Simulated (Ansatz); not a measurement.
# C₂H₇AlSi: one species, many methods

One table from this session's results is given with a row withheld; the runs are named, their logs left out.

Computed with Ansatz 0.2.0, Gaussian basis. Level: functionals in def2-TZVPP, the program's frozen cores in correlated methods.

Levels to be run: LDA (SPW92), PBE-D4, revPBE-D4, BLYP-D4, r2SCAN-D4, B97M-V, PBE0-D4, B3LYP-D4, r2SCANh-D4, r2SCAN0-D4, HSE06-D4, BHLYP-D4, CAM-B3LYP-D4, LC-ωPBE, ωB97X-V, ωB97M-V, B2PLYP, PBE-QIDH; CCSD(T)/def2-SVP; CCSD(T)/def2-TZVPP; MP2/def2-QZVPP; extrapolation to the limit; RPA on PBE.

## Structure used throughout

An earlier PBE0-D4 in a triple-zeta def2 set relaxation fixed the geometry.

SMILES `C=C[SiH2][AlH2]`, 11 atoms, charge 0, spin multiplicity 1.

Atoms are counted from 1 here; the program's logs count them from 0.

Bond lengths: C1–C2 1.331 Å, C1–H5 1.087 Å, C1–H6 1.087 Å, C2–Si3 1.867 Å, C2–H7 1.090 Å, Si3–Al4 2.461 Å, Si3–H8 1.492 Å, Si3–H9 1.497 Å, Al4–H10 1.591 Å, Al4–H11 1.591 Å. Angles: C2–C1–H5 121.8°, C2–C1–H6 122.1°, H5–C1–H6 116.1°, C1–C2–Si3 123.9°, C1–C2–H7 118.0°, Si3–C2–H7 118.1°, C2–Si3–Al4 111.4°, C2–Si3–H8 108.1°, C2–Si3–H9 109.3°, Al4–Si3–H8 112.4°, Al4–Si3–H9 108.3°, H8–Si3–H9 107.3°, Si3–Al4–H10 119.7°, Si3–Al4–H11 121.9°, H10–Al4–H11 118.4°.

Coordinates:

```mol
C2H7AlSi
  3D, bonds by distance, orders not assigned

 11 10  0  0  0  0  0  0  0  0999 V2000
   -1.1270    1.8426    0.4092 C   0  0
   -0.0420    1.0890    0.5699 C   0  0
   -0.0621   -0.7779    0.5636 Si  0  0
    1.2100   -1.6821   -1.3394 Al  0  0
   -2.1154    1.4055    0.2969 H   0  0
   -1.0782    2.9279    0.3881 H   0  0
    0.9185    1.5923    0.6758 H   0  0
   -1.4857   -1.2250    0.5591 H   0  0
    0.5586   -1.2842    1.8277 H   0  0
    2.5368   -0.9483   -1.8217 H   0  0
    0.7518   -2.9968   -2.1083 H   0  0
  1  2  8  0
  2  3  8  0
  3  4  8  0
  1  5  8  0
  1  6  8  0
  2  7  8  0
  3  8  8  0
  3  9  8  0
  4 10  8  0
  4 11  8  0
M  END
```

The first run:

Contents of in.yaml:

```yaml
crystal:
  periodic: [false, false, false]
  atoms:
    - {symbol: C, position_ang: [-1.126955, 1.842551, 0.409248]}
    - {symbol: C, position_ang: [-0.042022, 1.088988, 0.569857]}
    - {symbol: Si, position_ang: [-0.062053, -0.777869, 0.563558]}
    - {symbol: Al, position_ang: [1.210031, -1.682104, -1.339436]}
    - {symbol: H, position_ang: [-2.115363, 1.405476, 0.296860]}
    - {symbol: H, position_ang: [-1.078218, 2.927867, 0.388085]}
    - {symbol: H, position_ang: [0.918497, 1.592276, 0.675779]}
    - {symbol: H, position_ang: [-1.485661, -1.225003, 0.559103]}
    - {symbol: H, position_ang: [0.558576, -1.284162, 1.827678]}
    - {symbol: H, position_ang: [2.536808, -0.948270, -1.821706]}
    - {symbol: H, position_ang: [0.751760, -2.996849, -2.108326]}
basis:
  gaussian: {orbitals: def2-TZVPP}
hamiltonian: {xc: lda}
output: {orbitals: {seedname: orbitals}}
```

Started as:

```console
$ ansatz run in.yaml --threads 2 --pin off --events-out ev --progress --plain --max-ram 4352MiB
```

Steps of the session up to this table: LDA; PBE-D4 (GGA); revPBE-D4 (GGA); BLYP-D4 (GGA); r2SCAN-D4 (meta-GGA); B97M-V (meta-GGA); B3LYP-D4 (hybrid); r2SCANh-D4 (hybrid); r2SCAN0-D4 (hybrid); HSE06-D4 (hybrid); BHLYP-D4 (hybrid); CAM-B3LYP-D4 (range-separated); LC-ωPBE (range-separated); ωB97X-V (range-separated); ωB97M-V (range-separated); B2PLYP (double hybrid); PBE-QIDH (double hybrid).

One table of the session follows, with a row left open; its other results are not shown here.

It belongs to the step «Orbital energies across the functionals». 

| functional | HOMO (eV) | LUMO (eV) | gap (eV) |
| --- | --- | --- | --- |
| LDA (SPW92) | -6.17 | -3.00 | 3.17 |
| PBE-D4 | -6.07 | -2.78 | 3.30 |
| revPBE-D4 | -6.03 | -2.67 | 3.36 |
| BLYP-D4 | -5.93 | -2.64 | 3.29 |
| r2SCAN-D4 | -6.28 | -2.52 | 3.76 |
| B97M-V | -6.34 | -2.73 | 3.61 |
| PBE0-D4 | -7.09 | -2.01 | 5.08 |
| B3LYP-D4 | -6.90 | -2.20 | 4.70 |
| r2SCANh-D4 | -6.65 | -2.25 | 4.40 |
| r2SCAN0-D4 | -7.22 | -1.87 | 5.35 |
| HSE06-D4 | ? | ? | ? |
| BHLYP-D4 | -8.00 | -1.21 | 6.79 |
| CAM-B3LYP-D4 | -8.32 | -1.05 | 7.27 |
| LC-ωPBE | -9.61 | 0.02 | 9.64 |
| ωB97X-V | -9.28 | -0.09 | 9.19 |
| ωB97M-V | -9.07 | -0.37 | 8.69 |

Q: Estimate the row for HSE06-D4 from the others.

The run gave: HOMO (eV): -6.70; LUMO (eV): -2.38; gap (eV): 4.32. In the column «HOMO (eV)» it lies between B3LYP-D4 (-6.90) and r2SCANh-D4 (-6.65).
